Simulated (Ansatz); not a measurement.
**Cu: energy and stress against strain**

This session takes Cu and sets out to see how energy and stress answer to the strain pattern (1, 1, 0, 0, 0, 0).

Program: Ansatz 0.2.0. Level of theory: DFT PBEsol, scalar-relativistic, plane waves, PAW. These are calculated values, not measurements.

### Step 1. The system as given

It takes space group Cmcm (No. 63, orthorhombic). The conventional cell has a = 2.437 Å, b = 7.953 Å, c = 2.475 Å, α = 90.00°, β = 90.00°, γ = 90.00°. Cu (site symmetry m2m) is surrounded by 10 Cu at 2.44 to 2.54 Å.

As a file:

```cif
data_structure
_symmetry_space_group_name_H-M 'P 1'
_symmetry_Int_Tables_number 1
_cell_length_a 4.1589
_cell_length_b 4.1589
_cell_length_c 2.4755
_cell_angle_alpha 90.000
_cell_angle_beta 90.000
_cell_angle_gamma 145.927
_cell_volume 23.99
loop_
_atom_site_label
_atom_site_type_symbol
_atom_site_fract_x
_atom_site_fract_y
_atom_site_fract_z
_atom_site_occupancy
Cu1 Cu 0.13387 0.86613 0.25000 1
Cu2 Cu 0.86613 0.13387 0.75000 1
```

It goes back to an entry of the Materials Project, which need not be the stable form.

No relaxation comes first: the listed cell is the starting point.

### Step 2. The reference cell

The reference gives a free energy of -13177.2272 eV, pressure -1.52 GPa, largest force 0.009 eV/Å and gap on the mesh none (metal). It was computed beforehand with the settings of the runs below.

### Step 3. The scan: energy and stress against strain

The cell is strained by ε times the Voigt pattern (1, 1, 0, 0, 0, 0) (xx, yy, zz, yz, xz, xy; engineering shear), with fractional coordinates fixed (clamped ions). The stress on the pattern is the sum of the stress components weighted by it, tension positive.

### Step 4. ε = -0.0600

Contents of input.yaml:

```yaml
crystal:
  lattice:
    - [1.1453558686, -3.7377953298, 0.0]
    - [1.1453558686, 3.7377953298, 0.0]
    - [0.0, 0.0, 2.4754955235]
  atoms:
    - { symbol: Cu, position: [0.13386665, 0.86613335, 0.25] }
    - { symbol: Cu, position: [0.86613335, 0.13386665, 0.75] }
basis:
  ecutwfc: 420
kpoints:
  mp_grid: { grid: [20, 20, 20] }
hamiltonian:
  xc: pbesol
scf:
  occupations: { method: gaussian, width: 0.15 }
output:
  forces: true
  stress: true
  eigenvalues: true
  write_density: true
  write_potential: true
  elf: true
  volumetric_format: npy
```

Run with:

```
$ ansatz run input.yaml --threads 1 --pin off --max-ram 2560MiB --backend cpu --events-out ev --progress --plain --runs-dir out
```

### Step 5. At ε = 0.0450

input.yaml, as its differences from that of step 4:

```diff
@@ -2,4 +2,4 @@
   lattice:
-    - [1.1453558686, -3.7377953298, 0.0]
-    - [1.1453558686, 3.7377953298, 0.0]
+    - [1.273294556, -4.1553150209, 0.0]
+    - [1.273294556, 4.1553150209, 0.0]
     - [0.0, 0.0, 2.4754955235]
@@ -20,5 +20 @@
   eigenvalues: true
-  write_density: true
-  write_potential: true
-  elf: true
-  volumetric_format: npy
```

### Step 6. ε = -0.0300

input.yaml, as its differences from that of step 5:

```diff
@@ -2,4 +2,4 @@
   lattice:
-    - [1.273294556, -4.1553150209, 0.0]
-    - [1.273294556, 4.1553150209, 0.0]
+    - [1.1819097793, -3.8570866701, 0.0]
+    - [1.1819097793, 3.8570866701, 0.0]
     - [0.0, 0.0, 2.4754955235]
```

### Step 7. At ε = 0.0150

input.yaml, as its differences from that of step 6:

```diff
@@ -2,4 +2,4 @@
   lattice:
-    - [1.1819097793, -3.8570866701, 0.0]
-    - [1.1819097793, 3.8570866701, 0.0]
+    - [1.2367406454, -4.0360236806, 0.0]
+    - [1.2367406454, 4.0360236806, 0.0]
     - [0.0, 0.0, 2.4754955235]
```

### Step 8. At ε = 0.0600

input.yaml, as its differences from that of step 7:

```diff
@@ -2,4 +2,4 @@
   lattice:
-    - [1.2367406454, -4.0360236806, 0.0]
-    - [1.2367406454, 4.0360236806, 0.0]
+    - [1.2915715114, -4.214960691, 0.0]
+    - [1.2915715114, 4.214960691, 0.0]
     - [0.0, 0.0, 2.4754955235]
@@ -20 +20,5 @@
   eigenvalues: true
+  write_density: true
+  write_potential: true
+  elf: true
+  volumetric_format: npy
```

### Step 9. Point ε = -0.0450

input.yaml, as its differences from that of step 8:

```diff
@@ -2,4 +2,4 @@
   lattice:
-    - [1.2915715114, -4.214960691, 0.0]
-    - [1.2915715114, 4.214960691, 0.0]
+    - [1.163632824, -3.7974409999, 0.0]
+    - [1.163632824, 3.7974409999, 0.0]
     - [0.0, 0.0, 2.4754955235]
@@ -20,5 +20 @@
   eigenvalues: true
-  write_density: true
-  write_potential: true
-  elf: true
-  volumetric_format: npy
```

### Step 10. Point ε = 0.0300

input.yaml, as its differences from that of step 9:

```diff
@@ -2,4 +2,4 @@
   lattice:
-    - [1.163632824, -3.7974409999, 0.0]
-    - [1.163632824, 3.7974409999, 0.0]
+    - [1.2550176007, -4.0956693507, 0.0]
+    - [1.2550176007, 4.0956693507, 0.0]
     - [0.0, 0.0, 2.4754955235]
```

### Step 11. Point ε = -0.0150

input.yaml, as its differences from that of step 10:

```diff
@@ -2,4 +2,4 @@
   lattice:
-    - [1.2550176007, -4.0956693507, 0.0]
-    - [1.2550176007, 4.0956693507, 0.0]
+    - [1.2001867347, -3.9167323402, 0.0]
+    - [1.2001867347, 3.9167323402, 0.0]
     - [0.0, 0.0, 2.4754955235]
```

### Step 12. At ε = 0.0525

input.yaml, as its differences from that of step 11:

```diff
@@ -2,4 +2,4 @@
   lattice:
-    - [1.2001867347, -3.9167323402, 0.0]
-    - [1.2001867347, 3.9167323402, 0.0]
+    - [1.2824330337, -4.1851378559, 0.0]
+    - [1.2824330337, 4.1851378559, 0.0]
     - [0.0, 0.0, 2.4754955235]
```

(Steps that only read results are left out.)

Before running it: what results should come out? Wanted: slope of the stress at ε = 0, over ±0.0150.

As calculated:

| quantity | value |
| --- | --- |
| slope of the stress at ε = 0, over ±0.0150 | 693 GPa |

**Reading.** From the stress slope, C11 + C22 + 2 C12 is about 693 GPa with the ions clamped; letting the atoms relax could not make it stiffer. The reference stands under -1.5 GPa, so this is no zero-stress constant. The undisturbed cell stays the lowest of the sampled points. Compression costs more than tension: 101.1 against 90.9 meV/atom at the ends.
